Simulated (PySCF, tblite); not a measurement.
# C₄H₁₄SSi₃: geometry, infrared bands and NMR shifts

Aim: predict the infrared bands and NMR shifts of C₄H₁₄SSi₃ (`[SiH3]/C=C\C[SiH2]SC[SiH3]`).

Programs: tblite 0.8.0 and PySCF 2.14.0, with density-fitted response routines of our own. Each step states its level of theory. These are calculated values for one molecule in the gas phase, unless marked as measured. Atoms count from 0, in the outputs and in this text.

### 1 The starting structure

22 atoms, charge 0, multiplicity 1; geometry from: force field or distance geometry start.

Bonds of the start (Å): Si0–C1 1.84, C1–C2 1.33, C2–C3 1.51, C3–Si4 1.89, Si4–S5 2.15, S5–C6 1.81, C6–Si7 1.88, Si0–H8 1.49, Si0–H9 1.48, Si0–H10 1.47, C1–H11 1.10, C2–H12 1.09, C3–H13 1.12, C3–H14 1.10, Si4–H15 1.49, Si4–H16 1.46, C6–H17 1.10, C6–H18 1.13, Si7–H19 1.46, Si7–H20 1.46, Si7–H21 1.48.

### 2 Optimising the geometry with GFN2-xTB

The job: settings as JSON, then the geometry in Å.

```
{"job": {"kind": "relax", "xc": "GFN2-xTB", "basis": "xTB"}, "charge": 0, "multiplicity": 1}
Si    -3.750900     0.638300     0.904400
C     -3.266400    -0.838800    -0.077800
C     -2.168100    -0.875000    -0.835300
C     -1.263700     0.321600    -0.989800
Si     0.402300    -0.306300    -0.343700
S      1.835700     1.260600    -0.650200
C      3.246300     1.035800     0.467000
Si     4.144500    -0.518600    -0.082000
H     -2.565900     1.320000     1.489600
H     -4.501800     1.581000     0.050600
H     -4.658600     0.199300     1.967500
H     -3.888800    -1.739900    -0.007500
H     -1.892500    -1.755300    -1.407100
H     -1.072200     0.538700    -2.067800
H     -1.595600     1.186400    -0.403800
H      0.266900    -0.669300     1.093300
H      0.837800    -1.431400    -1.174600
H      3.943500     1.888500     0.446400
H      2.868300     0.927800     1.522700
H      3.225700    -1.322000    -0.885700
H      4.543000    -1.283800     1.097000
H      5.300300    -0.137900    -0.915600
```

The run is started by

```console
$ OMP_NUM_THREADS=1 python probes_run.py task.json out
```

The driver reads the jobs from task.json and runs them one after another.

**Question.** This job is followed by: GFN2-xTB harmonic vibrations, gas phase; GIAO PBE0/pcSseg-1 NMR shielding, non-relativistic, gas phase. Predict these results of the whole session: strongest single infrared mode (GFN2-xTB); zero-point energy (GFN2-xTB); 13C shifts against TMS (PBE0/pcSseg-1); 1H shifts against TMS (PBE0/pcSseg-1, means over atoms taken as alike); 29Si shifts against TMS (PBE0/pcSseg-1); 33S shifts against CS2 (PBE0/pcSseg-1).

The runs gave:

| quantity | value |
| --- | --- |
| strongest single infrared mode (GFN2-xTB) | 713 cm⁻¹, 582 km/mol |
| zero-point energy (GFN2-xTB) | 95.7 kcal/mol |
| 13C shifts against TMS (PBE0/pcSseg-1) | 155.0, 122.8, 23.5, 8.5 ppm |
| 1H shifts against TMS (PBE0/pcSseg-1, means over atoms taken as alike) | 6.89, 5.79, 4.73, 4.17, 3.98, 2.13, 1.81 ppm |
| 29Si shifts against TMS (PBE0/pcSseg-1) | -27.2, -73.9, -91.7 ppm |
| 33S shifts against CS2 (PBE0/pcSseg-1) | -197 ppm |

The optimisation took 137 steps and gained 0.475 eV; among the close pairs (by a distance rule), Si0–C1 changed most, from 1.839 to 1.878 Å. All 60 modes are real, so the xTB geometry is a minimum. The strongest single mode, at 713 cm⁻¹, has its largest shares on H16, H15 and Si4 (the list is cut at 3 atoms). GFN2-xTB is a fitted tight-binding method: band positions and strengths are rough. Its intensities can rank the bands wrongly. At PBE0/pcSseg-1: The widest tensor belongs to S5: span 320 ppm, with a paramagnetic part of -362 ppm.
